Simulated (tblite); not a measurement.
# C6H12Si: the cost of one run

Computed with tblite 0.8.0 and PySCF 2.14.0, with density-fitted response routines of our own, on a single molecule in the gas phase. Atoms are numbered from 0 throughout.

## Step 1: Starting geometry

19 atoms, charge 0, multiplicity 1; geometry from: force field or distance geometry start.

Bonds of the start (Å): C0–C1 1.21, C1–C2 1.48, C2–C3 1.53, C3–C4 1.52, C3–C5 1.50, C3–Si6 1.88, C0–H7 1.07, C2–H8 1.10, C2–H9 1.11, C4–H10 1.13, C4–H11 1.09, C4–H12 1.10, C5–H13 1.12, C5–H14 1.11, C5–H15 1.12, Si6–H16 1.48, Si6–H17 1.47, Si6–H18 1.46.

## Step 2: Relaxing the molecule with GFN2-xTB

Job settings and geometry (Å):

```
{"job": {"kind": "relax", "xc": "GFN2-xTB", "basis": "xTB"}, "charge": 0, "multiplicity": 1}
C      2.899800     0.293800     0.159800
C      1.837800    -0.011000     0.657900
C      0.572900    -0.401300     1.317300
C     -0.482700    -0.176500     0.226100
C     -0.055200    -1.114300    -0.885800
C     -1.894400    -0.383500     0.683800
Si    -0.281300     1.613900    -0.297300
H      3.825400     0.568000    -0.292000
H      0.407900     0.314600     2.130100
H      0.623300    -1.458000     1.648200
H     -0.516200    -2.115800    -0.649100
H      1.027400    -1.255800    -0.877500
H     -0.450200    -0.772000    -1.850200
H     -2.252000    -1.338400     0.227500
H     -2.030200    -0.357100     1.783000
H     -2.535900     0.402400     0.203800
H      0.095200     1.692300    -1.726300
H      0.745200     2.232800     0.555300
H     -1.546700     2.275200     0.008300
```

On the command line:

```bash
> OMP_NUM_THREADS=1 python probes_run.py task.json out
```

This one command runs all jobs of the session in turn.

**Question.** How long does this first job take on 1 thread of Arm Neoverse V1, shared host, and how much memory does it need?

About 1.1 s, with a peak of 0.18 GiB.
